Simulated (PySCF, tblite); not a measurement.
# C₃H₈NSi radical: geometry, infrared bands and EPR parameters

Wanted: the infrared bands and EPR parameters of C₃H₈NSi radical (`[CH2]/C=N/[SiH2]C`), by calculation.

Computed with tblite 0.8.0 and PySCF 2.14.0, with density-fitted response routines of our own, on a single molecule in the gas phase. Atoms count from 0, in the outputs and in this text.

### 1 Starting geometry

13 atoms, charge 0, multiplicity 2; geometry from: force field or distance geometry start.

Bonds of the start (Å): C0–C1 1.51, C1–N2 1.28, N2–Si3 1.79, Si3–C4 1.85, C0–H5 1.11, C0–H6 1.11, C1–H7 1.09, Si3–H8 1.48, Si3–H9 1.49, C4–H10 1.11, C4–H11 1.13, C4–H12 1.13.

### 2 Geometry optimisation with GFN2-xTB

What the job is given:

```
{"job": {"kind": "relax", "xc": "GFN2-xTB", "basis": "xTB"}, "charge": 0, "multiplicity": 2}
C      2.839800    -0.636900     0.391200
C      1.543300     0.103100     0.592600
N      0.679900    -0.023600    -0.337200
Si    -0.912900     0.781400    -0.282600
C     -2.219700    -0.523400    -0.185400
H      3.549200     0.115700    -0.011600
H      2.694900    -1.381100    -0.416500
H      1.365600     0.697900     1.491300
H     -1.020100     1.477600    -1.581100
H     -1.014200     1.771300     0.823000
H     -1.703900    -1.503100    -0.055600
H     -2.870500    -0.569700    -1.108200
H     -2.935700    -0.308700     0.662500
```

Started as:

```console
> OMP_NUM_THREADS=1 python probes_run.py task.json out
```

This one command runs all jobs of the session in turn.

**Question.** This job is followed by: GFN2-xTB harmonic vibrations, gas phase; UKS B3LYP, pcH-1 on C H N Si, non-relativistic, mean-field spin-orbit, GIAO. What will the session give for the following? strongest single infrared mode (GFN2-xTB); zero-point energy (GFN2-xTB); g(iso) (B3LYP); ⟨S²⟩; largest a(iso) (averaged by class); potential on the surface of density 0.002 e/bohr³, 1st and 99th percentile.

The runs gave:

```
                                                                  quantity                  value
                                 strongest single infrared mode (GFN2-xTB)  2165 cm⁻¹, 409 km/mol
                                              zero-point energy (GFN2-xTB)          60.7 kcal/mol
                                                            g(iso) (B3LYP)                2.00395
                                                                      ⟨S²⟩     0.773 (exact 0.75)
                                        largest a(iso) (averaged by class)    13C on C0, 55.6 MHz
potential on the surface of density 0.002 e/bohr³, 1st and 99th percentile     -1.38 V and 1.07 V
```

**Reading.** Over 119 steps the energy fell by 1.298 eV; of the close pairs, C0–C1 changed most, 1.506 to 1.370 Å. All 33 modes are real, so the xTB geometry is a minimum. The strongest single mode, at 2165 cm⁻¹, moves mainly H9. Unscaled tight-binding wavenumbers are off by several per cent, some by more. Its intensities can rank the bands wrongly. C0 carries the largest spin population, 0.73 e. The isotropic g lies 1.6 ppt above the free-electron value. These values are for one conformer; the search (at its own cheap level) found 1 more, at 1.44 kcal/mol, and measured spectra average over such forms.
